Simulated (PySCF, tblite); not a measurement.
# C2H3ClNSi radical: geometry, infrared bands and EPR parameters

Aim: predict the infrared bands and EPR parameters of C2H3ClNSi radical (`N#C[SiH2][CH]Cl`).

Programs: tblite 0.8.0 and PySCF 2.14.0, with density-fitted response routines of our own. Each step states its level of theory. These are calculated values for one molecule in the gas phase, unless marked as measured. Atoms count from 0, in the outputs and in this text.

## 1. Starting geometry

8 atoms, charge 0, multiplicity 2; geometry from: force field or distance geometry start.

Bonds of the start (Å): N0–C1 1.16, C1–Si2 1.88, Si2–C3 1.83, C3–Cl4 1.72, Si2–H5 1.48, Si2–H6 1.48, C3–H7 1.07.

## 2. Relaxing the molecule with GFN2-xTB

The job: settings as JSON, then the geometry in Å.

```
{"job": {"kind": "relax", "xc": "GFN2-xTB", "basis": "xTB"}, "charge": 0, "multiplicity": 2}
N      2.320300    -0.599500    -1.810200
C      1.545500    -0.486800    -0.947700
Si     0.309100    -0.308700     0.456300
C     -1.170300     0.631000    -0.073300
Cl    -2.554000     1.028700     0.872500
H      0.918000     0.386100     1.611200
H     -0.123800    -1.641100     0.940400
H     -1.235800     0.999800    -1.073800
```

Launch:

```sh
$ OMP_NUM_THREADS=1 python probes_run.py task.json out
```

The driver reads the jobs from task.json and runs them one after another.

**Question.** This job is followed by: GFN2-xTB harmonic vibrations, gas phase; UKS B3LYP, pcH-1 on C Cl H N Si, non-relativistic, mean-field spin-orbit, GIAO. What will the session give for the following? strongest single infrared mode (GFN2-xTB); zero-point energy (GFN2-xTB); g(iso) (B3LYP); ⟨S²⟩; largest a(iso) (averaged by class); surface potential, 1st and 99th percentile.

The runs gave:

| quantity | value |
| --- | --- |
| strongest single infrared mode (GFN2-xTB) | 712 cm⁻¹, 328 km/mol |
| zero-point energy (GFN2-xTB) | 24.4 kcal/mol |
| g(iso) (B3LYP) | 2.00784 |
| ⟨S²⟩ | 0.754 (exact 0.75) |
| largest a(iso) (averaged by class) | 13C on C3, 89.6 MHz |
| surface potential, 1st and 99th percentile | -1.60 V and 1.74 V |

**Reading.** Over 26 steps the energy fell by 0.148 eV; of the close pairs, C3–Cl4 changed most, 1.723 to 1.691 Å. No mode is imaginary among the 18: a minimum at this level. The strongest single mode, at 712 cm⁻¹, is spread over several atoms, H6, H5, Si2 among them. Unscaled tight-binding wavenumbers are off by several per cent, some by more. Its intensities can rank the bands wrongly. C3 carries the largest spin population, 0.89 e. The isotropic g lies 5.5 ppt above the free-electron value.
